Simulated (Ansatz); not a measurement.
# ClH5O2W: the cost of one run

Program: Ansatz 0.2.0. Level of theory: RKS B3LYP/def2-SVP. These are calculated values, not measurements.

### Step 1. The starting structure

Bond lengths: W1–O2 1.940 Å, O2–H3 1.010 Å, W1–O4 1.940 Å, O4–H5 1.010 Å, W1–Cl6 2.390 Å, W1–H7 1.720 Å, W1–H8 1.720 Å, W1–H9 1.720 Å. Angles (14 of 17 angles, heavy atoms first): O2–W1–O4 90.0°, O2–W1–Cl6 90.0°, O4–W1–Cl6 90.0°, W1–O2–H3 109.5°, O2–W1–H7 90.0°, O2–W1–H8 90.0°, O2–W1–H9 180.0°, O4–W1–H7 180.0°, O4–W1–H8 90.0°, O4–W1–H9 90.0°, Cl6–W1–H7 90.0°, Cl6–W1–H8 180.0°, Cl6–W1–H9 90.0°, W1–O4–H5 109.5°.

Coordinates:

```xyz
9

W     0.0000    0.0000    0.0000
O     0.0000    0.0000    1.9400
H    -0.9095   -0.2814    2.2771
O     1.9400    0.0000    0.0000
H     2.2771   -0.9519   -0.0197
Cl    0.0000    2.3900    0.0000
H    -1.7200    0.0000    0.0000
H     0.0000   -1.7200    0.0000
H     0.0000    0.0000   -1.7200
```

### Step 2. Preparing the start

Contents of input.yaml:

```yaml
crystal:
  periodic: [false, false, false]
  atoms:
    - { symbol: W, position_ang: [0.0, 0.0, 0.0] }
    - { symbol: O, position_ang: [0.0, 0.0, 1.94] }
    - { symbol: H, position_ang: [-0.9095, -0.2814, 2.2771] }
    - { symbol: O, position_ang: [1.94, 0.0, 0.0] }
    - { symbol: H, position_ang: [2.2771, -0.9519, -0.0197] }
    - { symbol: Cl, position_ang: [0.0, 2.39, 0.0] }
    - { symbol: H, position_ang: [-1.72, 0.0, 0.0] }
    - { symbol: H, position_ang: [0.0, -1.72, 0.0] }
    - { symbol: H, position_ang: [0.0, 0.0, -1.72] }
basis:
  gaussian: { orbitals: def2-SVP }
hamiltonian:
  xc: b3lyp
relax:
  f_tol: 0.02
  max_steps: 40
output:
  orbitals: {}
```

Command:

```bash
$ ansatz run input.yaml --threads 2 --pin off --max-ram 3072MiB --backend cpu --events-out ev --progress --plain --runs-dir out
```

Q: Estimate wall time and peak memory on 2 threads of AMD EPYC 7R32 (Zen 2), shared host.

About 31 s, with a peak of 0.26 GiB.
